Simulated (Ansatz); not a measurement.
# CH4AlFOSi: one species, many methods

An exercise on one series of results from a longer session: the logs are not shown, and one member is left open.

Program: Ansatz 0.2.0, Gaussian basis. Level of theory: functionals in def2-TZVPP, the program's frozen cores in correlated methods. These are calculated values, not measurements.

The runs, in order: LDA (SPW92), PBE-D4, revPBE-D4, BLYP-D4, r2SCAN-D4, B97M-V, PBE0-D4, B3LYP-D4, r2SCANh-D4, r2SCAN0-D4, HSE06-D4, BHLYP-D4, CAM-B3LYP-D4, LC-ωPBE, ωB97X-V, ωB97M-V, B2PLYP, PBE-QIDH; CCSD(T)/def2-SVP; CCSD(T)/def2-TZVPP; MP2/def2-QZVPP; extrapolation to the limit; RPA on PBE.

**The relaxed structure**

All runs share one geometry, relaxed beforehand with PBE0-D4 in a triple-zeta def2 set.

SMILES `[F][Al]1[O]C[SiH2]1`, 9 atoms, charge 0, spin multiplicity 1.

Atoms are counted from 1 here; the program's logs count them from 0.

Bond lengths: F1–Al2 1.642 Å, Al2–O3 1.718 Å, Al2–Si5 2.388 Å, O3–C4 1.441 Å, C4–Si5 1.934 Å, C4–H6 1.095 Å, C4–H7 1.095 Å, Si5–H8 1.488 Å, Si5–H9 1.488 Å. Angles: F1–Al2–O3 126.3°, F1–Al2–Si5 153.0°, O3–Al2–Si5 80.7°, Al2–O3–C4 104.0°, O3–C4–Si5 105.7°, O3–C4–H6 109.6°, O3–C4–H7 109.6°, Si5–C4–H6 111.9°, Si5–C4–H7 111.9°, H6–C4–H7 108.1°, Al2–Si5–C4 69.6°, Al2–Si5–H8 121.6°, Al2–Si5–H9 121.6°, C4–Si5–H8 114.8°, C4–Si5–H9 114.8°, H8–Si5–H9 108.9°.

Set-up of the first run:

The input, in.yaml:

```yaml
crystal:
  periodic: [false, false, false]
  atoms:
    - {symbol: F, position_ang: [-1.867643, -2.354096, 1.360771]}
    - {symbol: Al, position_ang: [-0.935608, -1.184128, 0.684067]}
    - {symbol: O, position_ang: [-1.220860, 0.508417, 0.748544]}
    - {symbol: C, position_ang: [-0.122098, 1.074705, 0.007017]}
    - {symbol: Si, position_ang: [0.949224, -0.427147, -0.572429]}
    - {symbol: H, position_ang: [-0.509245, 1.651323, -0.839074]}
    - {symbol: H, position_ang: [0.443041, 1.755482, 0.651533]}
    - {symbol: H, position_ang: [2.326195, -0.464405, -0.010050]}
    - {symbol: H, position_ang: [1.025498, -0.606351, -2.047479]}
basis:
  gaussian: {orbitals: def2-TZVPP}
hamiltonian: {xc: lda}
output: {orbitals: {seedname: orbitals}}
```

Started as:

```console
> ansatz run in.yaml --threads 4 --pin off --events-out ev --progress --plain --max-ram 10444MiB
```

Among the steps run: LDA; PBE-D4 (GGA); revPBE-D4 (GGA); BLYP-D4 (GGA); r2SCAN-D4 (meta-GGA); B97M-V (meta-GGA); B3LYP-D4 (hybrid); r2SCANh-D4 (hybrid); r2SCAN0-D4 (hybrid); HSE06-D4 (hybrid); BHLYP-D4 (hybrid); CAM-B3LYP-D4 (range-separated); LC-ωPBE (range-separated); ωB97X-V (range-separated); ωB97M-V (range-separated); B2PLYP (double hybrid); PBE-QIDH (double hybrid).

One table of the session follows, with a row left open; its other results are not shown here.

It belongs to the step «Frontier levels by functional». 

| functional | HOMO (eV) | gap (eV) |
| --- | --- | --- |
| LDA (SPW92) | -6.70 | 4.54 |
| PBE-D4 | -6.55 | 4.58 |
| revPBE-D4 | -6.49 | 4.60 |
| BLYP-D4 | ? | ? |
| r2SCAN-D4 | -6.82 | 5.04 |
| B97M-V | -6.87 | 4.95 |
| PBE0-D4 | -7.71 | 6.50 |
| B3LYP-D4 | -7.52 | 6.15 |
| r2SCANh-D4 | -7.24 | 5.74 |
| r2SCAN0-D4 | -7.83 | 6.73 |
| HSE06-D4 | -7.31 | 5.73 |
| BHLYP-D4 | -8.66 | 8.28 |
| CAM-B3LYP-D4 | -8.98 | 8.79 |
| LC-ωPBE | -10.23 | 11.11 |
| ωB97X-V | -9.92 | 10.69 |
| ωB97M-V | -9.71 | 10.23 |

Q: Estimate the row for BLYP-D4 from the others.

Worked estimate for «HOMO (eV)». Against the share of exact exchange, B3LYP-D4 (0.2, -7.52), BHLYP-D4 (0.5, -8.66) give a slope of -3.80 per unit share; at 0 the line stands at -6.76.

As computed: HOMO (eV): -6.43; gap (eV): 4.62. In «HOMO (eV)» the line misses by -0.33.
